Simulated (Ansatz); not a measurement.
**BBr₂HO: basis-set convergence**

How large a basis does BBr₂HO need? Two functionals are run in growing sets.

Program: Ansatz 0.2.0, Gaussian basis. Level of theory: one geometry, several basis sets. These are calculated values, not measurements.

The runs, in order: PBE0-D4/def2-SVP; ωB97M-V/def2-SVP; PBE0-D4/def2-QZVPP; ωB97M-V/def2-QZVPP; the functionals' def2-TZVPP values are taken from earlier runs.

## 1. The geometry

An earlier PBE0-D4 in a triple-zeta def2 set relaxation fixed the geometry.

5 atoms, charge 0, spin multiplicity 1.

Atoms are counted from 1 here; the program's logs count them from 0.

Bond lengths: O1–B2 1.337 Å, O1–H5 0.963 Å, B2–Br3 1.906 Å, B2–Br4 1.925 Å. Angles: B2–O1–H5 113.7°, O1–B2–Br3 118.7°, O1–B2–Br4 121.2°, Br3–B2–Br4 120.1°.

Geometry (Å):

```
O     0.3155    0.9996    0.3576
B     0.1026   -0.2814    0.0392
Br    1.2186   -1.6164    0.8184
Br   -1.2987   -0.7869   -1.1804
H    -0.2882    1.6113   -0.0762
```

## 2. PBE0-D4 in def2-SVP

The input, in.yaml:

```yaml
crystal:
  periodic: [false, false, false]
  atoms:
    - {symbol: O, position_ang: [0.315479, 0.999622, 0.357554]}
    - {symbol: B, position_ang: [0.102605, -0.281395, 0.039197]}
    - {symbol: Br, position_ang: [1.218578, -1.616378, 0.818351]}
    - {symbol: Br, position_ang: [-1.298702, -0.786895, -1.180371]}
    - {symbol: H, position_ang: [-0.288158, 1.611346, -0.076232]}
basis:
  gaussian: {orbitals: def2-SVP}
hamiltonian: {xc: pbe0, dispersion: d4}
output: {orbitals: {seedname: orbitals}}
```

The runs that follow: ωB97M-V in def2-SVP; PBE0-D4 in def2-QZVPP; ωB97M-V in def2-QZVPP.

**Question.** What will the summary of the whole plan be? Wanted: PBE0-D4: double and triple zeta above quadruple; ωB97M-V: double and triple zeta above quadruple.

As calculated:

| quantity | value |
| --- | --- |
| PBE0-D4: double and triple zeta above quadruple | 23.12, 3.01 eV |
| ωB97M-V: double and triple zeta above quadruple | 22.98, 2.89 eV |

PBE0-D4 gains 20.11 eV from double to triple zeta, then 3.01 eV more. Total energies overstate the basis error of differences, where much of it tends to cancel.
